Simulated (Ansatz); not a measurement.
# Ga2BAs3: the band gap up the ladder of functionals

One table from this session's results is given with a row withheld; the runs are named, their logs left out.

The runs shown are made with Ansatz 0.2.0. PAW datasets, plane waves. Note: simulated data, non-magnetic, for a generated structure that need not be the stable one.

## The cell

The cell was relaxed beforehand with r2SCAN.

Space group I-4m2 (No. 119), tetragonal; conventional cell a = 3.772 Å, c = 16.460 Å, 19.52 Å³ an atom. Around B lie 4 As at 2.20 Å; around As lie 2 B at 2.20 Å and 2 Ga at 2.41 Å; around Ga lie 4 As at 2.40–2.41 Å; around As lie 4 Ga at 2.40 Å.

Coordinates:

```xyz
6
Lattice="-1.8860 1.8860 8.2298 1.8860 -1.8860 8.2298 1.8860 1.8860 -8.2298" Properties=species:S:1:pos:R:3 pbc="T T T"
B     0.0000    0.0000    0.0000
As    1.8860    0.0000    7.0972
Ga    0.0000    0.0000    5.5960
As    0.0000    1.8860    4.1149
Ga    0.0000    0.0000   10.8636
As    1.8860    0.0000    1.1326
```

Set-up of the first run:

input.yaml

```yaml
crystal:
  lattice:
    - [-1.8859870426, 1.8859870426, 8.2298272131]
    - [1.8859870426, -1.8859870426, 8.2298272131]
    - [1.8859870426, 1.8859870426, -8.2298272131]
  atoms:
    - { symbol: B, position: [0.0, 0.0, 0.0] }
    - { symbol: As, position: [0.4311894255, 0.9311894255, 0.5] }
    - { symbol: Ga, position: [0.3399849755, 0.3399849755, 0.0] }
    - { symbol: As, position: [0.75, 0.25, 0.5] }
    - { symbol: Ga, position: [0.6600150245, 0.6600150245, 0.0] }
    - { symbol: As, position: [0.0688105745, 0.5688105745, 0.5] }
kpoints:
  mp_grid: { grid: [10, 10, 10] }
  band_path:
    path:
      - [[0.0, 0.0, 0.0], [9.537996893276e-18, -9.537996893276e-18, 0.5], [0.25, 0.25, 0.25], [-9.964419592669e-19, 0.5, 9.964419592669e-19], [0.0, 0.0, 0.0], [0.5, 0.5, -0.5], [0.2631291310582, 0.7368708689418, -0.2631291310582]]
      - [[-0.2631291310582, 0.2631291310582, 0.2631291310582], [0.0, 0.0, 0.0]]
      - [[9.537996893276e-18, -9.537996893276e-18, 0.5], [-0.02625826211638, 0.02625826211638, 0.5]]
      - [[0.5, 0.5, -0.02625826211638], [0.5, 0.5, -0.5]]
    npoints: 10
hamiltonian:
  xc: pbe
scf:
  occupations: { method: fermi_dirac, width: 0.02 }
  n_extra_bands: 5
output:
  forces: true
  stress: true
  eigenvalues: true
```

Run with:

```
> ansatz run input.yaml --threads 4 --pin off --max-ram 6451MiB --backend cpu --events-out ev --progress --plain --runs-dir out
```

Steps of the session up to this table: PBE bands along the symmetry lines; r2SCAN; HSE06; PBE+SOC; PBE0 at the same geometry.

One table of the session follows, with a row left open; its other results are not shown here.

| level | gap (eV) |
| --- | --- |
| PBE | ? |
| r2SCAN | 0.88 |
| HSE06 | 1.28 |
| PBE+SOC | 0.51 |
| PBE0 | 1.93 |

Estimate the missing values for PBE.

The run gave: gap (eV): 0.61. In the column «gap (eV)» it lies between PBE+SOC (0.51) and r2SCAN (0.88).

Meshes: PBE 10×10×10, r2SCAN 10×10×10, HSE06 6×6×6, PBE+SOC 10×10×10, PBE0 6×6×6

What this shows: PBE+SOC gives the least gap, 0.51 eV, and PBE0 the largest, 1.93 eV. Against HSE06, PBE is short by 0.67 eV, at 48 % of it, and r2SCAN 68 %. PBE0 lies 0.65 eV above HSE06, which differs from it by screening the long-range exchange. The levels disagree on whether the gap is direct.

Caveats from the session: Warnings in the runs' records: stress exchange threshold loose, stress scf threshold loose.
